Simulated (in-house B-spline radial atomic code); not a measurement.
# Pm¹⁰⁺: ionisation energy by several methods

How far do functionals differ on the ionisation energy of Pm¹⁰⁺? Each run solves Pm¹⁰⁺ and then the next ion ([Kr] 4d10 4f2 5s2).

The numbers are computed with in-house B-spline radial atomic code version 1 (non-relativistic, several functionals, spin-polarised, exact exchange averaged over the configuration; spherical all-electron atom at the radial basis limit), except any that are marked as measured or tabulated.

**1. Starting point**

- element: promethium (Z = 61)
- charge: +10
- electrons: 51
- configuration: [Kr] 4d10 4f3 5s2
- nucleus: point

Outer shells as boxes (Hund's rule):

[Kr] 4d10 4f3 5s2
```
[Kr] core
4d [↑↓][↑↓][↑↓][↑↓][↑↓]
4f [↑ ][↑ ][↑ ][  ][  ][  ][  ]
5s [↑↓]
```

Where spins are not typed, each open shell is filled with up spins first.

**2. B3LYP, a global hybrid**

Settings, as recorded:

```ini
Z = 61
electrons = 51.0
configuration = [Kr] 4d10 4f3 5s2
hamiltonian = nr
method = b3lyp
spin_polarised = True
exact_exchange = averaged over the configuration
```

Launch:

```bash
python run_scf.py task.json out
```

The settings of every run stand in task.json; they run in order.

**3. HSE06, a range-separated hybrid**

The settings differ from step 2 so:

```diff
@@ -4,3 +4,3 @@
 hamiltonian = nr
-method = b3lyp
+method = hse06
 spin_polarised = True
```

**4. M06-2X, a global hybrid**

The settings differ from step 3 so:

```diff
@@ -4,3 +4,3 @@
 hamiltonian = nr
-method = hse06
+method = m062x
 spin_polarised = True
```

**5. PBE0, a global hybrid**

The settings differ from step 4 so:

```diff
@@ -4,3 +4,3 @@
 hamiltonian = nr
-method = m062x
+method = pbe0
 spin_polarised = True
```

**6. r2SCAN0, a global hybrid**

The settings differ from step 5 so:

```diff
@@ -4,3 +4,3 @@
 hamiltonian = nr
-method = pbe0
+method = r2scan0
 spin_polarised = True
```

Q: The tabulated ionisation energy is 174 ± 9 eV (tabulated theoretical; NIST Atomic Spectra Database). What does each method give, and which comes nearest?

As calculated:

| method | rung | total energy (hartree) | ΔSCF (eV) | −ε highest (eV) | ΔSCF less tabulated (eV) |
| --- | --- | --- | --- | --- | --- |
| B3LYP | global hybrid | -9631.7959 | 173.26 | 162.93 (4f up) | -0.74 |
| M06-2X | global hybrid | -9632.4792 | 173.20 | 168.14 (4f up) | -0.80 |
| PBE0 | global hybrid | -9631.3494 | 173.21 | 163.66 (4f up) | -0.79 |
| r2SCAN0 | global hybrid | -9631.7131 | 172.99 | 163.51 (4f up) | -1.01 |
| HSE06 | range-separated hybrid | -9631.1695 | 173.14 | 163.17 (4f up) | -0.86 |

What this shows: The tabulated ionisation energy is 174 ± 9 eV (tabulated theoretical; NIST Atomic Spectra Database). B3LYP comes nearest (-0.74 eV) and r2SCAN0 is farthest (-1.01 eV, 0.58 %). The table's own uncertainty is as large as these misses, so the order means little. All methods miss on the same side by much the same amount, which points to something that they share. These runs lack relativity altogether, which can outweigh the gaps between the methods, so the nearest may be so by luck. These runs leave out relativity, which matters at this nuclear charge. Open shells are averaged (over orientations, and over spins where the run is restricted), while tables refer to the lowest levels.
